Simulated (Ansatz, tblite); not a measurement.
# The cluster Cu3H2+: charged states by level of theory

Aim: the energy of adding an electron for the cluster Cu3H2+, by energy differences, and how well orbital energies stand in for it.

Method: as each input shows; program: Ansatz 0.2.0, Gaussian basis.

Plan: charge 0 doublet, at the geometry of the singlet (PBE0-D4/def2-TZVP, PBE-D4/def2-TZVP, r2SCAN-D4/def2-TZVP); the starting singlet's energies come from earlier runs.

1 further run of the same task is left out (set aside as unsound or not needed).

## 1. The relaxed structure

The geometry is that of the singlet, from an earlier relaxation (B3LYP-D4/def2-TZVP). At that level it is the lowest of the isomers that a small search found.

5 atoms, charge 1, spin multiplicity 1.

Atoms are counted from 1 here; the program's logs count them from 0.

Bond lengths: Cu1–Cu2 2.547 Å, Cu1–Cu3 2.547 Å, Cu1–H4 1.612 Å, Cu1–H5 1.612 Å, Cu2–H5 1.559 Å, Cu3–H4 1.560 Å. Angles: Cu2–Cu1–Cu3 162.2°, Cu2–Cu1–H4 145.5°, Cu2–Cu1–H5 35.9°, Cu3–Cu1–H4 35.9°, Cu3–Cu1–H5 145.4°, H4–Cu1–H5 175.1°, Cu1–Cu2–H5 37.3°, Cu1–Cu3–H4 37.3°, Cu1–H4–Cu3 106.8°, Cu1–H5–Cu2 106.8°.

No spin-orbit coupling is included. The ion is computed in the gas phase, without counter-ions or solvent.

## 2. Charge 0 doublet at the fixed geometry, first pass, PBE0-D4/def2-SVP

in.yaml

```yaml
crystal:
  periodic: [false, false, false]
  atoms:
    - {symbol: Cu, position_ang: [-0.110817, 0.066383, -0.018198]}
    - {symbol: Cu, position_ang: [0.875819, 1.464544, 1.868505]}
    - {symbol: Cu, position_ang: [-0.425218, -1.730964, -1.795543]}
    - {symbol: H, position_ang: [-0.105419, -0.216429, -1.605479]}
    - {symbol: H, position_ang: [-0.234365, 0.416466, 1.550715]}
basis:
  gaussian: {orbitals: def2-SVP}
magnetization: {spin_polarized: true, initial_magnetization: 1}
hamiltonian: {xc: pbe0, dispersion: d4}
output: {orbitals: {seedname: orbitals}}
```

Command:

```sh
ansatz run in.yaml --threads 4 --pin off --events-out ev --progress --plain --max-ram 3916MiB
```

The program printed:

```text
Functional definition: PBE0
  name "PBE0"
  cite "Adamo & Barone, J. Chem. Phys. 110, 6158 (1999) doi:10.1063/1.478522"
  cite "Perdew, Burke & Ernzerhof, Phys. Rev. Lett. 77, 3865 (1996) doi:10.1103/PhysRevLett.77.3865"
  parent pbe
  parameter a = 0.25
  parameter kappa = 0.804
  parameter beta = 0.06672455060314922
  exchange = (1 - a)*pbe_x(kappa = kappa, mu = beta*pi^2/3) + a*exact_x
  correlation = pbe_c(beta = beta)
1148 factors; integrals over basis functions are off by at most 9.4e-4 eV
mean field evaluation 1: about -133906.7919 eV, gradient 5.0e1 eV
mean field evaluation 2: about -133797.8819 eV, gradient 2.0e2 eV
mean field evaluation 4: about -133913.7731 eV, gradient 1.5e1 eV
mean field evaluation 8: about -133914.3389 eV, gradient 3.4e-1 eV
mean field evaluation 16: about -133914.4674 eV, gradient 1.7e-3 eV
mean field evaluation 32: about -133914.4221 eV, gradient 2.2e0 eV
mean field -133914.46738814 eV, -4921.2659060280 hartree, gradient 3.2e-5 eV, S^2 0.759112; 3 other end points of the search recorded, 0 dependent functions left out
reference -133914.46742974 eV, -4921.2659075568 hartree; 45, 44 occupied and 58, 59 virtual orbitals, 1148 factors
Total energy: -133914.56158202 eV, -4921.2693675891 hartree
```

Run time: 8 s. Hardware: 4 threads of Arm Neoverse V2, shared host.

HOMO -3.29 eV, LUMO -2.46 eV (over both spins); ⟨S²⟩ 0.759 (pure: 0.75); the next solution that the search met lies 0.087 eV higher.

## 3. Charge 0 doublet at the fixed geometry, PBE0-D4/def2-TZVP

start.molden holds the orbitals of an earlier run on this state, given as this run's starting guess.

Edit in.yaml of step 2 so:

```diff
@@ -9,5 +9,6 @@
 basis:
-  gaussian: {orbitals: def2-SVP}
+  gaussian: {orbitals: def2-TZVP, initial_orbitals: start.molden}
 magnetization: {spin_polarized: true, initial_magnetization: 1}
 hamiltonian: {xc: pbe0, dispersion: d4}
+scf: {omitted_lower_state_checks: [starts]}
 output: {orbitals: {seedname: orbitals}}
```

Launched as before.

The program printed:

```text
Functional definition: PBE0
  name "PBE0"
  cite "Adamo & Barone, J. Chem. Phys. 110, 6158 (1999) doi:10.1063/1.478522"
  cite "Perdew, Burke & Ernzerhof, Phys. Rev. Lett. 77, 3865 (1996) doi:10.1103/PhysRevLett.77.3865"
  parent pbe
  parameter a = 0.25
  parameter kappa = 0.804
  parameter beta = 0.06672455060314922
  exchange = (1 - a)*pbe_x(kappa = kappa, mu = beta*pi^2/3) + a*exact_x
  correlation = pbe_c(beta = beta)
these checks for a lower state are left out or cut short: starts
1515 factors; integrals over basis functions are off by at most 8.1e-4 eV
mean field evaluation 1: about -133931.8319 eV, gradient 1.0e2 eV
mean field evaluation 2: about -133934.1368 eV, gradient 5.0e0 eV
mean field evaluation 4: about -133934.6492 eV, gradient 6.6e-1 eV
mean field evaluation 8: about -133934.6520 eV, gradient 4.5e-5 eV
mean field -133934.65197766 eV, -4922.0076760112 hartree, gradient 4.5e-5 eV, S^2 0.758510; 0 other end points of the search recorded, 0 dependent functions left out
reference -133934.65201555 eV, -4922.0076774037 hartree; 45, 44 occupied and 102, 103 virtual orbitals, 1515 factors
Total energy: -133934.74616783 eV, -4922.0111374360 hartree
Checks for a lower state left out: starts
```

Run time: 5.5 s. Hardware: 4 threads of Arm Neoverse V2, shared host; peak memory 0.61 GiB.

From the report: HOMO -3.72 eV, LUMO -2.84 eV (over both spins); ⟨S²⟩ 0.759 (pure: 0.75).

## 4. Charge 0 doublet at the fixed geometry, PBE-D4/def2-TZVP

Edit in.yaml of step 3 so:

```diff
@@ -11,3 +11,3 @@
 magnetization: {spin_polarized: true, initial_magnetization: 1}
-hamiltonian: {xc: pbe0, dispersion: d4}
+hamiltonian: {xc: pbe, dispersion: d4}
 scf: {omitted_lower_state_checks: [starts]}
```

Same command.

The program printed:

```text
Functional definition: PBE
  name "PBE"
  cite "Perdew, Burke & Ernzerhof, Phys. Rev. Lett. 77, 3865 (1996) doi:10.1103/PhysRevLett.77.3865"
  parent pbe
  parameter kappa = 0.804
  parameter beta = 0.06672455060314922
  exchange = pbe_x(kappa = kappa, mu = beta*pi^2/3)
  correlation = pbe_c(beta = beta)
these checks for a lower state are left out or cut short: starts
1447 factors; their error is unknown
mean field evaluation 1: about -133935.0982 eV, gradient 9.0e0 eV
mean field evaluation 2: about -133935.3910 eV, gradient 4.3e-1 eV
mean field evaluation 4: about -133935.3108 eV, gradient 3.8e-2 eV
mean field -133935.31084900 eV, -4922.0318890862 hartree, gradient 3.3e-5 eV, S^2 0.754662; 0 other end points of the search recorded, 0 dependent functions left out
reference -133935.31089905 eV, -4922.0318909258 hartree; 45, 44 occupied and 102, 103 virtual orbitals, 1447 factors
Total energy: -133935.42083354 eV, -4922.0359309437 hartree
Checks for a lower state left out: starts
```

Run time: 2.7 s. Hardware: 4 threads of Arm Neoverse V2, shared host.

From the report: HOMO -3.55 eV, LUMO -3.47 eV (over both spins); ⟨S²⟩ 0.755 (pure: 0.75).

## 5. Charge 0 doublet at the fixed geometry, r2SCAN-D4/def2-TZVP

Edit in.yaml of step 4 so:

```diff
@@ -11,3 +11,3 @@
 magnetization: {spin_polarized: true, initial_magnetization: 1}
-hamiltonian: {xc: pbe, dispersion: d4}
+hamiltonian: {xc: r2scan, dispersion: d4}
 scf: {omitted_lower_state_checks: [starts]}
```

Same command.

The program printed:

```text
Functional definition: r2SCAN
  name "r2SCAN"
  cite "Furness, Kaplan, Ning, Perdew & Sun, J. Phys. Chem. Lett. 11, 8208 (2020) doi:10.1021/acs.jpclett.0c02405"
  cite "Furness, Kaplan, Ning, Perdew & Sun, J. Phys. Chem. Lett. 11, 9248 (2020) doi:10.1021/acs.jpclett.0c03077"
  parent r2scan
  parameter k0 = 0.174
  parameter k1 = 0.065
  parameter a1 = 4.9479
  exchange = r2scan_x(k0 = k0, k1 = k1, a1 = a1)
  correlation = r2scan_c
these checks for a lower state are left out or cut short: starts
1447 factors; their error is unknown
mean field evaluation 1: about -133953.7895 eV, gradient 5.8e0 eV
mean field evaluation 2: about -133953.9267 eV, gradient 3.3e-1 eV
mean field evaluation 4: about -133953.8501 eV, gradient 2.4e-2 eV
mean field -133953.85011156 eV, -4922.7131944191 hartree, gradient 3.5e-5 eV, S^2 0.762973; 0 other end points of the search recorded, 0 dependent functions left out
reference -133953.85014034 eV, -4922.7131954767 hartree; 45, 44 occupied and 102, 103 virtual orbitals, 1447 factors
Total energy: -133953.87408024 eV, -4922.7140752520 hartree
Checks for a lower state left out: starts
```

It took 7 s on 4 threads of Arm Neoverse V2, shared host.

HOMO -3.67 eV, LUMO -3.51 eV (over both spins); ⟨S²⟩ 0.763 (pure: 0.75).

## 6. Vertical electron affinity

Starting state less charged state (positive: the electron is bound), singlet to doublet; the starting state's energies are those of its earlier runs.

```tsv
level	vertical electron affinity (eV)	time
PBE-D4/def2-TZVP	+5.71	4.3 s
r2SCAN-D4/def2-TZVP	+5.58	11 s
PBE0-D4/def2-TZVP	+5.23	8.2 s
```

Times add the two runs; a level without a time comes out of a correlated run.

Beside −ε(LUMO) of the starting state:

```tsv
level	−ε(LUMO) (eV)	by difference (eV)	mismatch (eV)
PBE-D4/def2-TZVP	7.86	5.71	+2.15
r2SCAN-D4/def2-TZVP	7.49	5.58	+1.91
PBE0-D4/def2-TZVP	6.72	5.23	+1.49
```

## 7. Summary of results

```
                                            quantity                               value
vertical electron affinity, functionals in def2-TZVP  5.23 (PBE0-D4) to 5.71 eV (PBE-D4)
```

**Reading.** The vertical electron affinity spans 5.23 to 5.71 eV over the functionals. −ε(LUMO) misses the level's own difference by +1.49 eV at best (PBE0-D4) and +2.15 eV at worst (PBE-D4). The charged states' spins were chosen beforehand and needn't be their lowest.
